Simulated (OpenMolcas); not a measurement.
# Ta³⁺ in Cs2NaYBr6: CASSCF and CASPT2 levels and susceptibility

Which state of Ta³⁺ lies lowest among these ligands, how large is the field, and what χT follows?

Method: state-averaged CASSCF and CASPT2, spin-orbit coupling by RASSI with atomic mean-field integrals. Code: OpenMolcas 26.06.

### Step 1. Starting point

- Species: Ta³⁺ (tantalum, Z = 73, 70 electrons)
- Basis: ANO-RCC-VTZP [8s7p5d3f2g1h], 266 functions with the ligands
- Scalar Hamiltonian: DKH2, point nucleus
- Inactive shells: 1s 2s 2p 3s 3p 3d 4s 4p 4d 4f 5s 5p of the metal, and all ligand shells
- Active space: 2 electrons in 5 orbitals (5d)
- Some configurations of this space: 5d2
- Orbitals: optimised for each spin and parity, averaged over all roots

The outer shells:

5d2
```
5d [↑ ][↑ ][  ][  ][  ]
```

Ta³⁺ is taken with its 6 nearest bromide ions at 2.765 Å, on the cation site of Cs2NaYBr6 (a = 11.3047 Å). The rest of the host is ab initio model potentials to 7.6 Å and point charges beyond; the distance is set by hand, nothing relaxes, and no local charge compensation is placed. Ligand basis ANO-RCC-VDZP.

```xyz
15

Ta    0.0000    0.0000    0.0000
Br    2.7650    0.0000    0.0000
Br    0.0000    2.7650    0.0000
Br   -2.7650    0.0000    0.0000
Br    0.0000   -2.7650    0.0000
Br    0.0000    0.0000    2.7650
Br    0.0000    0.0000   -2.7650
Cs    2.8262   -2.8262   -2.8262
Cs   -2.8262    2.8262    2.8262
Cs    2.8262   -2.8262    2.8262
Cs   -2.8262    2.8262   -2.8262
Cs    2.8262    2.8262   -2.8262
Cs   -2.8262   -2.8262    2.8262
Cs    2.8262    2.8262    2.8262
Cs   -2.8262   -2.8262   -2.8262
```

The work runs as a chain of OpenMolcas steps in one folder; each step below is one input file. Labels, J, g values, rates, χT and fits are worked out afterwards by a script from the matrices that RASSI stores.

### Step 2. One- and two-electron integrals

The input, a.inp:

```
&GATEWAY
Basis set
Ta.ANO-RCC-VTZP.
Ta1 0.0 0.0 0.0 Angstrom
End of basis
Basis set
Br.ANO-RCC-VDZP.
L1 2.765000 0.000000 0.000000 Angstrom
L2 0.000000 2.765000 0.000000 Angstrom
L3 0.000000 0.000000 2.765000 Angstrom
End of basis
Basis set
Cs.EMB-AIMP.Al-Abdalla.0s.0s.ECP.Cs2NaYBr6.
PseudoCharge
* 4 symmetry-unique lattice sites within 7.6 angstrom
End of basis
Basis set
Na.EMB-AIMP.Al-Abdalla.0s.0s.ECP.Cs2NaYBr6.
PseudoCharge
* 3 symmetry-unique lattice sites within 7.6 angstrom
End of basis
Basis set
Br.EMB-AIMP.Al-Abdalla.0s.0s.ECP.Cs2NaYBr6.
PseudoCharge
* 12 symmetry-unique lattice sites within 7.6 angstrom
End of basis
Symmetry
XYZ
AngMom=0.0 0.0 0.0
AMFI
RICD
XField
1570 Angstrom 0
* Evjen-weighted lattice charges
&SEWARD
```

Command:

```
$ OMP_NUM_THREADS=1 MOLCAS_MEM=2457 MOLCAS_PROJECT=a pymolcas a.inp > a.log
```

### Step 3. Reference wave functions, triplets, 10 roots

The input, a.inp:

```
&RASSCF
FileOrb=start.orb
Symmetry=1
Spin=3
nActEl=2 0 0
Inactive=69 73
Ras2=5 0
CIRoot=10 10 1
SDav=10
CIMx=300
Iter=150 100
PrWF=0.3
OrbListing=Nothing
MaxOrb=0
LevShft=1.0
>>> COPY $Project.JobIph JOB001
```

start.orb holds start orbitals that the driver prepared beforehand, or those of the step before.

### Step 4. Reference wave functions, singlets, 15 roots

The input, a.inp:

```
&RASSCF
FileOrb=start.orb
Symmetry=1
Spin=1
nActEl=2 0 0
Inactive=69 73
Ras2=5 0
CIRoot=15 15 1
SDav=15
CIMx=300
Iter=150 100
PrWF=0.3
OrbListing=Nothing
MaxOrb=0
LevShft=1.0
>>> COPY $Project.JobIph JOB002
```

### Step 5. RASSI: spin-orbit coupling between the states

The input, a.inp:

```
&RASSI
NrOfJobIphs=2 10 15
1 2 3 4 5 6 7 8 9 10
1 2 3 4 5 6 7 8 9 10 11 12 13 14 15
IphNames
JOB001
JOB002
EJob
SpinOrbit
DIPRint=1.0
SOCoupling=1000.0
Subsets=2
Property=9
'ANGMOM' 1 'ANGMOM' 2 'ANGMOM' 3 'MLTPL  1' 1 'MLTPL  1' 2 'MLTPL  1' 3
'AMFI' 1 'AMFI' 2 'AMFI' 3
SOProperty=3
'ANGMOM' 1 'ANGMOM' 2 'ANGMOM' 3
```

### Step 6. CASPT2: IPEA 0.25, imaginary shift 0.1 (96 orbitals frozen, the lowest in energy)

The input, a.inp:

```
>>> COPY JOB001 $Project.JobIph
&CASPT2
Multistate=10 1 2 3 4 5 6 7 8 9 10
NoMult
Frozen=42 54
IPEA=0.25
Imaginary=0.1
MaxIter=60
WThr=0.0 0.3 0.05
PrWF=0.5
NoMix
>>> COPY JOB002 $Project.JobIph
&CASPT2
Multistate=15 1 2 3 4 5 6 7 8 9 10 11 12 13 14 15
NoMult
Frozen=42 54
IPEA=0.25
Imaginary=0.1
MaxIter=60
WThr=0.0 0.3 0.05
PrWF=0.5
NoMix
```

(Steps that only read results are left out.)

Before running it: what results should come out? Wanted: spin-free ground state; first state of the same spin within the active space; lowest level; next level.

**Answer**, as computed:

| quantity | value |
| --- | --- |
| method | SS-CASPT2, IPEA 0.25, imaginary shift 0.1 (96 orbitals frozen, the lowest in energy) |
| spin-free ground state | 3T1, 3-fold in its orbital part |
| first state of the same spin within the active space | 3T2 at 16200 cm⁻¹ |
| lowest level | 2-fold E, g = 0.00, 0.00, 0.00 |
| next level | 267.1 cm⁻¹ |
| χT at 300 K | 0.12 cm³ K/mol |
| effective moment at 300 K | 0.98 μB |

Cost by method:

| method | time of its own steps | time with the reference |
| --- | --- | --- |
| A. CASSCF | 2.7 min | 2.7 min |
| B. SS-CASPT2, IPEA 0.25, imaginary shift 0.1 (96 orbitals frozen, the lowest in energy) | 8.1 min | 11 min |

Times are of one thread on a shared host.

What this shows: The spin-free ground state (3T1) is 3-fold and keeps the highest spin of the shell. χT at 300 K is 0.12, against 1.00 cm³ K/mol for the spin alone, so spin-orbit coupling lowers it. A ligand-field fit to the states below 45000 cm-1 gives 10Dq = 17077 cm-1, B = 473 cm-1 and C = 1637 cm-1 (C/B = 3.46), with a deviation of 234 cm-1. CASPT2 does not keep the components of a term degenerate, and the means are used. The frozen orbitals are chosen by energy, so an outer shell of the metal can be frozen while a deeper shell elsewhere is correlated. The bonds are covalent and no ligand orbital is active, so the numbers are rough.
